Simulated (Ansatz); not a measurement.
This script makes an atomisation energy of H₈SSi₃, SMILES [SiH3][SiH2]S[SiH3] with Ansatz's Python interface.

The script, `tae_h8ssi3.py`:
```python
"""Atomisation energy of H8SSi3 at the given geometry."""

from collections import Counter

import ansatz


def energy(molecule, charge=0, unpaired=0):
    calc = (
        molecule.calculation()
        .basis(gaussian="aug-cc-pVDZ")
        .functional("r2scan")
    )
    if charge:
        calc = calc.charge(charge)
    if unpaired:
        calc = calc.spin("collinear", total=unpaired)
    return calc.run(threads=1, pin="off").report["free_energy_ev"]


def main() -> None:
    geometry_ang = [
        ("Si", (-0.842, 1.8181, -0.0347)),
        ("Si", (-0.1785, 0.1299, 1.3067)),
        ("S", (1.6939, -0.68, 0.7267)),
        ("Si", (1.0997, -1.7589, -0.9633)),
        ("H", (-1.1035, 1.3688, -1.4541)),
        ("H", (-2.1821, 2.4301, 0.4457)),
        ("H", (0.134, 2.9686, -0.0831)),
        ("H", (-1.1375, -0.9491, 1.3331)),
        ("H", (-0.0276, 0.6476, 2.743)),
        ("H", (0.441, -0.8138, -1.9064)),
        ("H", (-0.01, -2.7509, -0.5115)),
        ("H", (2.1895, -2.4655, -1.5682)),
    ]
    system = ansatz.Crystal.molecule()
    for symbol, xyz in geometry_ang:
        system = system.atom(symbol, xyz)

    # unpaired electrons of the ground-state atoms
    unpaired = {"Si": 2, "S": 2, "H": 1}
    counts = Counter(site.symbol for site in system.cartesian_sites)
    atom_energy = {s: energy(ansatz.Crystal.molecule().atom(s, (0, 0, 0)), 0, unpaired[s]) for s in counts}
    whole = energy(system, 0, 0)
    for s, e in atom_energy.items():
        print(f"{s:2s} x{counts[s]}  {e:14.5f} eV")
    print(f"H8SSi3: {whole:.5f} eV")
    split = sum(counts[s] * e for s, e in atom_energy.items()) - whole
    print(f"atomisation energy (no zero-point term): {23.060548 * split:.1f} kcal/mol, {split / sum(counts.values()):.3f} eV an atom")


if __name__ == "__main__":
    main()
```

What does it cost to take this molecule apart into atoms?

812.3 kcal/mol from the electronic energies, without the zero-point term.

What the script printed:

```console
$ python tae_h8ssi3.py
Si x3     -7873.32947 eV
S  x1    -10832.28143 eV
H  x8       -13.59129 eV
H8SSi3: -34596.22400 eV
atomisation energy (no zero-point term): 812.3 kcal/mol, 2.935 eV an atom
```

Reading the output:
- Total energies depend on the basis set; only differences at equal settings carry meaning.
- The geometry is a force-field or estimated start, not a minimum of this method, and the basis set is short of its limit. All parts are taken at fixed geometry, without zero-point energy.
- For Al to Cl the sets with a tight d function, cc-pV(X+d)Z, are usual.
- Hardware and time: 25 s on 1 thread of Intel(R) Xeon(R) Processor @ 2.30GHz, on a shared host, peak memory 0.42 GiB.
